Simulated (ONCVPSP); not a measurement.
# Pseudopotential generation for chromium: ONCV, PBE

Do these settings give a usable potential? It is generated, then checked for transferability, scattering, ghosts and hardness.

Method: ONCVPSP 4.0.1.1 (patched build), PBE, scalar-relativistic.

### Step 1. Starting point

Typed settings, in words:

* element: chromium (Cr, Z = 24)
* type: optimised norm-conserving Vanderbilt (ONCV)
* frozen core: [Ar]
* valence charge: 6
* reference configuration: 3d5 4s0.5 4p0.5
* partial waves: 4s: rc 2.25 bohr, ncon 3, nbas 7, qcut 2.9 1/bohr, local; 4p: rc 3.20 bohr, ncon 4, nbas 7, qcut 2.9 1/bohr, 2 projectors, debl 2.4 Ha; 3d: rc 2.25 bohr, ncon 4, nbas 8, qcut 7.4 1/bohr, 2 projectors, debl 0.6 Ha
* local potential: the s channel
* core correction: Teter function, fcfact 2.5, rcfact 1.1

The nodes and maxima of the atom's own shells, from an earlier all-electron run, set the scale for the radii.

All-electron outer shells of the reference configuration (PBE, scalar-relativistic, ld1.x):

| shell | level (eV) | outermost node (bohr) | outermost maximum (bohr) |
| --- | --- | --- | --- |
| 3s | -74.72 | 0.36 | 0.78 |
| 3p | -46.18 | 0.33 | 0.80 |
| 4s | -4.51 | 1.12 | 2.71 |
| 3d | -3.62 | – | 0.84 |
| 4p | -1.39 | 1.25 | 3.85 |

### Step 2. Generating the potential

Input file Cr.dat:

```
# ATOM AND REFERENCE CONFIGURATION
# atsym  z   nc   nv     iexc    psfile
  Cr 24.00    5    3        4      upf
#
#   n    l    f
    1    0    2.00
    2    0    2.00
    2    1    6.00
    3    0    2.00
    3    1    6.00
    3    2    5.00
    4    0    0.50
    4    1    0.50
#
# PSEUDOPOTENTIAL AND OPTIMIZATION
# lmax
    2
#
#   l,   rc,      ep,       ncon, nbas, qcut
    0    2.25    0.00    3    7    2.90
    1    3.20    0.00    4    7    2.90
    2    2.25    0.00    4    8    7.40
#
# LOCAL POTENTIAL
# lloc, lpopt,  rc(5),   dvloc0
    0    5    2.25    0.00
#
# VANDERBILT-KLEINMAN-BYLANDER PROJECTORs
# l, nproj, debl
    0    0    2.90
    1    2    2.40
    2    2    0.60
#
# MODEL CORE CHARGE
# icmod, fcfact, rcfact
    3    2.50    1.10
#
# LOG DERIVATIVE ANALYSIS
# epsh1, epsh2, depsh
   -2.00    5.00    0.02
#
# OUTPUT GRID
# rlmax, drl
    6.00    0.01
#
# TEST CONFIGURATIONS
# ncnf
    4
# nvcnf
#   n    l    f
    3
    3    2    5.00
    4    0    1.00
    4    1    0.00
#
    3
    3    2    5.00
    4    0    0.00
    4    1    0.00
#
    3
    3    2    4.00
    4    0    0.00
    4    1    0.00
#
    3
    3    2    4.00
    4    0    2.00
    4    1    0.00
#
```

Started as:

```bash
$ oncvpsp.x < Cr.dat > Cr.out
```

Before running it: what results should come out? Wanted: cutoffs for 1 and 0.1 mHa per electron, occupied waves; bound ghosts; GHOST(+) flags; largest test error; largest phase difference near zero energy, channels read; rms error of d²Exc/dn², without and with the model core.

The runs gave:

| quantity | value |
| --- | --- |
| cutoffs for 1 and 0.1 mHa per electron, occupied waves | 20 Ha and 23 Ha |
| bound ghosts | p at -50.95 eV |
| GHOST(+) flags | none at low energy |
| largest test error (AE − PS) | +97 meV, for 3d4 4s0 4p0 |
| largest phase difference near zero energy, channels read | 0.010 rad |
| rms error of d²Exc/dn², without and with the model core | 6.78 and 5.10 mHa |

**Reading.** A bound ghost (p) makes it unfit for use: electrons can fall into a state that the atom doesn't have. The worst unpolarised test, 3d4 4s0 4p0, is off by 97 meV on 21.4 eV; by total energies transferability rates as fair. By its cutoff, 20 Ha for the looser tolerance, it is of middling hardness. At the looser tolerance the 3d wave is the slowest; 4s needs 3 Ha. Near zero energy the phases of the channels with partial waves agree within 0.010 rad. In the p channel the atom's pole at -1.68 Ha sits lower, at -1.92 Ha, in the pseudo curve. All of this concerns the isolated atom, not yet a solid.
